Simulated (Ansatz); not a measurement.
# Nb (bcc type): how the settings move a single-point run

Question: which choices in the input matter for Nb (bcc type)?

Computed with Ansatz 0.2.0 (reference: DFT, PBEsol, all-electron LAPW, scalar-relativistic, unless a step's input says otherwise).

1 further run of the same task is left out (it didn't finish). Runs told in other sessions of the task aren't counted.

## Step 1: The structure to begin with

The structure is cubic, space group Im-3m (No. 229). The conventional cell has a = 3.272 Å, b = 3.272 Å, c = 3.272 Å, α = 90.00°, β = 90.00°, γ = 90.00°. Nb (site symmetry m-3m) has 8 Nb at 2.83 Å in its first shell of neighbours.

Coordinates:

```xyz
1
Lattice="-1.6361 1.6361 1.6361 1.6361 -1.6361 1.6361 1.6361 1.6361 -1.6361" Properties=species:S:1:pos:R:3 pbc="T T T"
Nb    0.0000    0.0000    0.0000
```

## Step 2: Reference

Input file input.yaml:

```yaml
crystal:
  lattice:
    - [-1.6360835544, 1.6360835544, 1.6360835544]
    - [1.6360835544, -1.6360835544, 1.6360835544]
    - [1.6360835544, 1.6360835544, -1.6360835544]
  atoms:
    - { symbol: Nb, position: [0.0, 0.0, 0.0] }
kpoints:
  mp_grid: { grid: [16, 16, 16] }
  band_path:
    path:
      - [0.0, 0.0, 0.0]
      - [0.5, -0.5, 0.5]
      - [0.0, 0.0, 0.5]
      - [0.0, 0.0, 0.0]
      - [0.25, 0.25, 0.25]
      - [0.5, -0.5, 0.5]
      - [0.25, 0.25, 0.25]
      - [0.0, 0.0, 0.5]
    npoints: 14
scf:
  occupations: { method: fermi_dirac, width: 0.1 }
hamiltonian:
  xc: pbesol
  pseudopotentials: { kind: all_electron, lapw: { basis_error: 0.001 } }
output:
  forces: true
  stress: true
  eigenvalues: true
  populations: true
  dos: { projected: true, de: 0.2, e_range: [-14, 8] }
```

The run is started by

```sh
> ansatz run input.yaml --threads 1 --pin off --max-ram 2048MiB --backend cpu --events-out ev --progress --plain --runs-dir out
```

## Step 3: Variant: hubbard.sites [{species: Nb, l: d, u_eff: 2.0}], hubbard.double_counting fll

input.yaml, as its differences from that of step 2:

```diff
@@ -25,2 +25,3 @@
   pseudopotentials: { kind: all_electron, lapw: { basis_error: 0.001 } }
+  hubbard: { sites: [{ species: Nb, l: d, u_eff: 2.0 }], double_counting: fll }
 output:
@@ -30,2 +31 @@
   populations: true
-  dos: { projected: true, de: 0.2, e_range: [-14, 8] }
```

**Question.** What will these runs give? Wanted: for each run, ending; energy change; pressure; gap; force.

As calculated:

```tsv
run	ending	energy change	pressure (GPa)	gap (eV)	force (eV/Å)	cycles	time
reference	converged	0	0.0	0.00	0.00	7	16 s
1: hubbard.sites [{species: Nb, l: d, u_eff: 2.0}], hubbard.double_counting fll	converged	+2.45 eV/atom (Hubbard term changed: no physical gain or loss)	1.0	0.00	0.00	8	20 s
```

Times don't compare one to one where runs were asked for different outputs or read a saved state (see the inputs); cycles may leave out searches for a lower state.

Residual by cycle in the longest SCF loop of each run; runs are numbered as in the table. The quantity is the density residual dr2, in eV.

```tsv
cycle	reference	run 1
1	0.216	0.227
2	0.0522	0.053
3	0.0177	0.0171
4	0.00348	0.003
5	2.2e-4	2.7e-4
6	5.2e-6	9.3e-6
7	2.3e-8	1.3e-7
8	-	4.9e-9
```

**Reading.** Changing the Hubbard U and double counting of the Hubbard term moves the energy by +2.45 eV/atom, and the pressure goes from 0.0 to 1.0 GPa. The U term adds an energy of its own, so the shift says nothing about which run is better. A changed U is a change of model: its shifts are not errors of convergence.
